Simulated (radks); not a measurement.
# Sr in [Kr] 5s2: an all-electron calculation

An exercise on one series of results from a longer session: the logs are not shown, and one member is left open.

Program: radks (a radial shooting solver on a logarithmic mesh, Libxc functionals) version 1. Level of theory: scalar-relativistic Kohn-Sham, exchange-only PBE, spin-polarised, spherical densities, finite nucleus. These are calculated values, not measurements, unless marked.

## The system

* element: strontium (Z = 38)
* charge: 0
* electrons: 38
* configuration: [Kr] 5s2
* nuclear rms radius: 4.224 fm

The outer shells:

Sr
```
[Kr] core
5s [↑↓]
```

The first run:

Settings of this run:

```text
Z 38
configuration [Kr] 5s2
relativity scalar-relativistic
functional pbe,
spin polarised
nucleus finite rms 4.224 fm
c 137.035999084
```

Run with:

```
$ python run_ks.py task.json out
```

This one command runs every case of the session in turn.

Among the steps run: Self-consistent calculation.

One of the session's tables, all rows but one given; the rest of the session is left out.

It belongs to the step «Orbitals and density». Sizes of the orbitals, from the radial functions (bohr):

```
level      <r>  outermost maximum (interpolated)  90 % within  nodes
   1s  0.03916                            0.0255       0.0701      0
   2s   0.1725                             0.145        0.267      1
   2p   0.1504                             0.116        0.245      0
   3s   0.4922                             0.436        0.730      2
   3p   0.4987                             0.431        0.758      1
   3d   0.4985                             0.376        0.808      0
   4s    1.358                              1.19         2.00      3
   4p    1.574                              1.33         2.37      2
   5s        ?                                 ?            ?      ?
```

Q: Estimate the row for 5s from the others.

As computed: <r>: 4.446; outermost maximum (interpolated): 3.68; 90 % within: 6.71; nodes: 4. In the column «<r>» it is the highest.
